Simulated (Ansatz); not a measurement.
# CH₅Ga (built from SMILES [CH3][GaH2]): single points off equilibrium

One table from this session's results is given with a row withheld; the runs are named, their logs left out.

Method: single points in def2-TZVPP; program: Ansatz 0.2.0, Gaussian basis.

Cores are frozen in the correlated methods. Filled d shells of the heavier atoms are correlated.

### The system as given

7 atoms, charge 0, spin multiplicity 1.

Atoms are counted from 1 here; the program's logs count them from 0.

Bond lengths: Ga1–C4 2.217 Å, C4–H5 1.098 Å, C4–H6 1.079 Å, C4–H7 1.092 Å. Angles: Ga1–C4–H5 121.6°, Ga1–C4–H6 119.8°, Ga1–C4–H7 100.7°, H5–C4–H6 104.3°, H5–C4–H7 103.3°, H6–C4–H7 104.5°.

As a file:

```xyz
7
CH5Ga
Ga   -1.57450   -0.62450   -0.30420
H     0.27630   -0.64710   -1.05030
H    -0.23800   -1.19060   -1.67450
C     0.17490    0.42460    0.56530
H     0.98610   -0.12460    1.06140
H     0.67980    1.18850   -0.00510
H    -0.30060    0.96590    1.38650
```

The first run:

Contents of run/in.yaml:

```yaml
crystal:
  periodic: [false, false, false]
  atoms:
    - {symbol: Ga, position_ang: [-1.574500, -0.624500, -0.304200]}
    - {symbol: H, position_ang: [0.276300, -0.647100, -1.050300]}
    - {symbol: H, position_ang: [-0.238000, -1.190600, -1.674500]}
    - {symbol: C, position_ang: [0.174900, 0.424600, 0.565300]}
    - {symbol: H, position_ang: [0.986100, -0.124600, 1.061400]}
    - {symbol: H, position_ang: [0.679800, 1.188500, -0.005100]}
    - {symbol: H, position_ang: [-0.300600, 0.965900, 1.386500]}
basis:
  gaussian: {orbitals: def2-TZVPP}
correlation: {method: ccsd_t}
output: {forces: true}
```

The command line of these runs was not kept.

Among the steps run: CCSD(T)/def2-TZVPP; PBE0-D4/def2-TZVPP; wB97M-V/def2-TZVPP; r2SCAN-D4/def2-TZVPP; PBE-D4/def2-TZVPP; BHLYP-D4/def2-TZVPP; revPBE-D4/def2-TZVPP.

One table of the session follows, with a row left open; its other results are not shown here.

```
   method  RMS force component (eV/Å)  angle to CCSD(T) forces (°)  dipole (D)
  CCSD(T)                       0.893                    reference        0.27
  PBE0-D4                           ?                            ?           ?
  wB97M-V                       0.872                          2.8        0.20
r2SCAN-D4                       0.767                          4.3        0.23
   PBE-D4                       0.689                         11.1        0.10
 BHLYP-D4                       0.919                         11.8        0.24
revPBE-D4                       0.666                         25.3        0.11
```

**Question.** Estimate the row for PBE0-D4.

As computed: RMS force component (eV/Å): 0.776; angle to CCSD(T) forces (°): 3.7; dipole (D): 0.18. In the column «RMS force component (eV/Å)» it lies between r2SCAN-D4 (0.767) and wB97M-V (0.872).
